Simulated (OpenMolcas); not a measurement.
# Re⁶⁺ among point charges: CASSCF and CASPT2 levels and susceptibility

How does a field of 6 point charges split the states of Re⁶⁺, and what χT follows?

Program: OpenMolcas 26.06. Level of theory: state-averaged CASSCF and CASPT2, spin-orbit coupling by RASSI with atomic mean-field integrals. These are calculated values, not measurements, unless marked.

**1. What is computed**

* Species: Re⁶⁺ (rhenium, Z = 75, 69 electrons)
* Basis: ANO-RCC-VDZP [7s6p4d2f1g], 68 functions
* Scalar Hamiltonian: DKH2, point nucleus
* Inactive shells: 1s 2s 2p 3s 3p 3d 4s 4p 4d 4f 5s 5p
* Active space: 1 electron in 5 orbitals (5d)
* Some configurations of this space: 5d
* Orbitals: optimised for each spin and parity, averaged over all roots

The outer shells:

5d
```
5d [↑ ][  ][  ][  ][  ]
```

The ion sits among 6 point charges of -1.7 e arranged as an octahedron (Oh), 2.26 Å from the ion.

Each step is its own input file, run in one work folder so that later steps find the files of earlier ones. Labels, J, g values, rates, χT and fits are worked out afterwards by a script from the matrices that RASSI stores. The input lists half of the charges; inversion (Group=XYZ) makes the rest.

**2. GATEWAY and SEWARD: basis and integrals**

a.inp reads:

```
&GATEWAY
Coord
1

Re 0.0 0.0 0.0
Basis=ANO-RCC-VDZP
Group=XYZ
NoMove
AngMom=0.0 0.0 0.0
AMFI
XField
3 Angstrom 0
2.260000 0.000000 0.000000 -1.700000
0.000000 2.260000 0.000000 -1.700000
0.000000 0.000000 2.260000 -1.700000
&SEWARD
```

Launch:

```console
OMP_NUM_THREADS=1 MOLCAS_MEM=1689 MOLCAS_PROJECT=a pymolcas a.inp > a.log
```

**3. Reference wave functions, doublets of even parity, 5 roots**

a.inp reads:

```
&RASSCF
FileOrb=start.orb
Symmetry=1
Spin=2
nActEl=1 0 0
Inactive=15 19
Ras2=5 0
CIRoot=5 5 1
SDav=5
CIMx=300
Iter=120 100
PrWF=0.3
OrbListing=Nothing
MaxOrb=0
>>> COPY $Project.JobIph JOB001
```

start.orb holds the contracted functions of the basis, ordered by shell, or the orbitals of the step before.

**4. RASSI: spin-orbit coupling between the states**

a.inp reads:

```
&RASSI
NrOfJobIphs=1 5
1 2 3 4 5
IphNames
JOB001
EJob
SpinOrbit
DIPRint=1.0
SOCoupling=1000.0
Subsets=2
Property=9
'ANGMOM' 1 'ANGMOM' 2 'ANGMOM' 3 'MLTPL  1' 1 'MLTPL  1' 2 'MLTPL  1' 3
'AMFI' 1 'AMFI' 2 'AMFI' 3
SOProperty=3
'ANGMOM' 1 'ANGMOM' 2 'ANGMOM' 3
```

**5. CASPT2: IPEA 0.25, imaginary shift 0.1 (closed shells correlated: 5s 5p)**

a.inp reads:

```
>>> COPY JOB001 $Project.JobIph
&CASPT2
Multistate=5 1 2 3 4 5
NoMult
Frozen=14 16
IPEA=0.25
Imaginary=0.1
MaxIter=60
WThr=0.0 0.3 0.05
PrWF=0.5
NoMix
```

(Steps that only read results are left out.)

**Question.** What will these runs give? Wanted: spin-free ground state; first state of the same spin within the active space; lowest level; next level.

**Answer**, as computed:

| quantity | value |
| --- | --- |
| method | SS-CASPT2, IPEA 0.25, imaginary shift 0.1 (closed shells correlated: 5s 5p) |
| spin-free ground state | 2T2, 3-fold in its orbital part |
| first state of the same spin within the active space | 2E at 4570 cm⁻¹ |
| lowest level | 4-fold Γ8 |
| next level | 10793.1 cm⁻¹ |
| χT at 300 K | 0.27 cm³ K/mol |
| effective moment at 300 K | 1.47 μB |

Cost by method:

```tsv
method	time of its own steps	time with the reference
A. CASSCF	1.6 s	1.6 s
B. SS-CASPT2, IPEA 0.25, imaginary shift 0.1, +5s 5p	0.62 s	2.2 s
```

Times are of one thread on a shared host.

What this shows: The spin-free ground state (2T2) comes to 100 % from free-ion D terms and keeps the highest spin of the shell. χT at 300 K is 0.27, against 0.38 cm³ K/mol for the spin alone, so orbital moment lowers it. A ligand-field fit to the states below 45000 cm-1 gives 10Dq = 4565 cm-1, the gap between the two states. CASPT2 does not keep the components of a term degenerate, and the means are used. The field of point charges can differ much from that of real complexes. This is an electrostatic model: the charges have no orbitals.
